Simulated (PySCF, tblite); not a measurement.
**C₃H₁₃FN₂Si₃: geometry, infrared bands and NMR shifts**

Aim: predict the infrared bands and NMR shifts of C₃H₁₃FN₂Si₃ (`FC1([SiH](N[SiH3])N[SiH3])CC1`).

Computed with tblite 0.8.0 and PySCF 2.14.0, with density-fitted response routines of our own, on a single molecule in the gas phase. Atoms are numbered from 0 throughout.

**1. The starting structure**

22 atoms, charge 0, multiplicity 1; geometry from: force field or distance geometry start.

Bonds of the start (Å): F0–C1 1.37, C1–Si2 1.89, Si2–N3 1.77, N3–Si4 1.78, Si2–N5 1.78, N5–Si6 1.79, C1–C7 1.51, C7–C8 1.51, C8–C1 1.49, Si2–H9 1.46, N3–H10 1.05, Si4–H11 1.46, Si4–H12 1.48, Si4–H13 1.45, N5–H14 1.05, Si6–H15 1.46, Si6–H16 1.48, Si6–H17 1.47, C7–H18 1.12, C7–H19 1.10, C8–H20 1.11, C8–H21 1.11.

**2. Relaxing the molecule with GFN2-xTB**

The job: settings as JSON, then the geometry in Å.

```
{"job": {"kind": "relax", "xc": "GFN2-xTB", "basis": "xTB"}, "charge": 0, "multiplicity": 1}
F     -0.744700    -1.843100    -1.791400
C     -1.122100    -1.278900    -0.602300
Si     0.249600    -0.247700     0.191200
N      1.747600    -1.117600    -0.151900
Si     3.216700    -0.225800     0.293000
N      0.244500     1.317500    -0.648100
Si    -0.179300     2.697200     0.412100
C     -2.063600    -2.023200     0.311400
C     -2.499900    -0.751700    -0.380800
H     -0.066600    -0.094600     1.610000
H      1.752000    -1.338000    -1.178600
H      3.112900     1.208100     0.015100
H      4.296800    -0.753500    -0.563200
H      3.618200    -0.488600     1.663500
H     -0.468600     1.328400    -1.415300
H     -0.919100     3.663400    -0.398100
H      1.088200     3.329700     0.837500
H     -0.990600     2.287300     1.567700
H     -2.538800    -2.925100    -0.159600
H     -1.912700    -2.050800     1.399800
H     -2.680300     0.132700     0.269700
H     -3.150600    -0.806300    -1.282500
```

Command:

```sh
> OMP_NUM_THREADS=1 python probes_run.py task.json out
```

The driver reads the jobs from task.json and runs them one after another.

**Question.** This job is followed by: GFN2-xTB harmonic vibrations, gas phase; GIAO PBE0/pcSseg-1 NMR shielding, non-relativistic, gas phase. Predict these results of the whole session: strongest single infrared mode (GFN2-xTB); zero-point energy (GFN2-xTB); ¹³C shifts against TMS (PBE0/pcSseg-1, means over atoms taken as alike); ¹H shifts against TMS (PBE0/pcSseg-1, means over atoms taken as alike); ¹⁹F shifts against CFCl3 (PBE0/pcSseg-1); ²⁹Si shifts against TMS (PBE0/pcSseg-1, means over atoms taken as alike); ¹⁵N shifts against NH3 (PBE0/pcSseg-1, means over atoms taken as alike).

**Answer**, as computed:

```
                                                                quantity                             value
                               strongest single infrared mode (GFN2-xTB)              825 cm⁻¹, 693 km/mol
                                            zero-point energy (GFN2-xTB)                     94.6 kcal/mol
 ¹³C shifts against TMS (PBE0/pcSseg-1, means over atoms taken as alike)                    72.8, 12.0 ppm
  ¹H shifts against TMS (PBE0/pcSseg-1, means over atoms taken as alike)  4.89, 4.63, 1.15, 0.83, 0.49 ppm
                                ¹⁹F shifts against CFCl3 (PBE0/pcSseg-1)                        -242.7 ppm
²⁹Si shifts against TMS (PBE0/pcSseg-1, means over atoms taken as alike)                  -21.4, -57.7 ppm
 ¹⁵N shifts against NH3 (PBE0/pcSseg-1, means over atoms taken as alike)                          27.3 ppm
```

What this shows: The optimisation took 272 steps and gained 0.887 eV; among the close pairs (by a distance rule), N5–Si6 changed most, from 1.791 to 1.733 Å. All 60 modes are real, so the xTB geometry is a minimum. The strongest single mode, at 825 cm⁻¹, has its largest shares on H12, H11, H15 and H16 (the list is cut at 4 atoms). GFN2-xTB is a fitted tight-binding method: band positions and strengths are rough. Its intensities can rank the bands wrongly. The most deshielded carbon is C1 (three-membered-ring carbon bearing a halogen), at 72.8 ppm: pulled downfield by the heteroatom. At PBE0/pcSseg-1: The largest span, 149 ppm, is at C1, where the paramagnetic term is -134 ppm.
